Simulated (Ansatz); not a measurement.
# C2H8BGeN: up Jacob's ladder to CCSD(T)

Aim: compute C2H8BGeN with functionals from several rungs and with coupled cluster, and see how far each lands from CCSD(T) at the basis-set limit for the atomisation energy.

Computed with Ansatz 0.2.0, Gaussian basis. Level: functionals in def2-TZVPP, the program's frozen cores in correlated methods.

Plan: PBE-D4, r2SCAN-D4, PBE0-D4, B3LYP-D4, ωB97X-V, ωB97M-V, B2PLYP; CCSD(T)/def2-TZVPP; MP2/def2-QZVPP; extrapolation to the limit.

## 1. Structure used throughout

The geometry comes from an earlier relaxation with PBE0-D4 in a triple-zeta def2 set; it is a stationary point, not always the lowest conformer.

SMILES `B[N]([GeH3])C=C`, 13 atoms, charge 0, spin multiplicity 1.

Atoms are counted from 1 here; the program's logs count them from 0.

Bond lengths: B1–N2 1.402 Å, B1–H6 1.198 Å, B1–H7 1.196 Å, N2–Ge3 1.875 Å, N2–C4 1.397 Å, Ge3–H8 1.536 Å, Ge3–H9 1.528 Å, Ge3–H10 1.536 Å, C4–C5 1.330 Å, C4–H11 1.087 Å, C5–H12 1.084 Å, C5–H13 1.081 Å. Angles: N2–B1–H6 118.8°, N2–B1–H7 119.5°, H6–B1–H7 121.7°, B1–N2–Ge3 120.6°, B1–N2–C4 120.8°, Ge3–N2–C4 118.6°, N2–Ge3–H8 108.6°, N2–Ge3–H9 105.9°, N2–Ge3–H10 108.6°, H8–Ge3–H9 111.8°, H8–Ge3–H10 110.0°, H9–Ge3–H10 111.8°, N2–C4–C5 126.7°, N2–C4–H11 113.2°, C5–C4–H11 120.1°, C4–C5–H12 123.3°, C4–C5–H13 119.8°, H12–C5–H13 116.9°.

## 2. PBE-D4 (GGA)

in.yaml reads:

```yaml
crystal:
  periodic: [false, false, false]
  atoms:
    - {symbol: B, position_ang: [-0.477459, 0.452298, 1.840886]}
    - {symbol: N, position_ang: [-0.136343, 0.137247, 0.517686]}
    - {symbol: Ge, position_ang: [0.422412, -1.594158, 0.063497]}
    - {symbol: C, position_ang: [-0.204912, 1.103952, -0.488993]}
    - {symbol: C, position_ang: [0.089772, 0.934205, -1.774655]}
    - {symbol: H, position_ang: [-0.830388, 1.568688, 2.095994]}
    - {symbol: H, position_ang: [-0.410296, -0.392898, 2.684038]}
    - {symbol: H, position_ang: [-0.546170, -2.161107, -0.984690]}
    - {symbol: H, position_ang: [0.389480, -2.398902, 1.361951]}
    - {symbol: H, position_ang: [1.839640, -1.512558, -0.522239]}
    - {symbol: H, position_ang: [-0.538413, 2.073743, -0.129497]}
    - {symbol: H, position_ang: [0.426598, -0.009616, -2.188271]}
    - {symbol: H, position_ang: [-0.003520, 1.764408, -2.461006]}
basis:
  gaussian: {orbitals: def2-TZVPP}
hamiltonian: {xc: pbe, dispersion: d4}
output: {forces: true, orbitals: {seedname: orbitals}}
```

Launch:

```bash
ansatz run in.yaml --threads 2 --pin off --events-out ev --progress --plain --max-ram 32768MiB --backend cuda --devices 0, --max-vram 18GiB
```

The runs that follow: r2SCAN-D4 (meta-GGA); PBE0-D4 (hybrid); B3LYP-D4 (hybrid); ωB97X-V (range-separated); ωB97M-V (range-separated); B2PLYP (double hybrid); CCSD(T) in def2-TZVPP; MP2 in def2-QZVPP.

Before running them: what should the planned runs give, taken together? Wanted: atomisation energy, CCSD(T)/CBS; farthest; mean size of error, hybrid; mean size of error, range-separated; gap, smallest and largest; T1 diagnostic; triples share of the correlation energy.

As calculated:

| quantity | value |
| --- | --- |
| atomisation energy, CCSD(T)/CBS | 48.779 eV |
| functionals within 0.488 eV (1.0 %) | r2SCAN-D4, PBE0-D4, B3LYP-D4, ωB97X-V, ωB97M-V, B2PLYP |
| farthest | PBE-D4 (+0.856 eV) |
| mean size of error, hybrid | 0.187 eV |
| mean size of error, range-separated | 0.162 eV |
| gap, smallest and largest | 4.37 eV (PBE-D4), 10.68 eV (ωB97X-V) |
| T1 diagnostic | 0.0131 |
| triples share of the correlation energy | 4.0 % |

PBE-D4 misses by +0.856 eV. Double hybrids carry the basis error of their MP2 part in triple zeta, and no dispersion term here, so their miss is partly the set-up's. The reference freezes the cores and leaves out relativity and excitations past (T), and its outer-core shells are covered unevenly, so misses under about 0.488 eV can't be ranked. Hartree-Fock recovers 74 % of the binding; the rest is correlation. Orbital gaps span 4.4 to 10.7 eV; exact exchange widens them. Correlated methods include outer-core shells of Ge, which these sets cover unevenly.
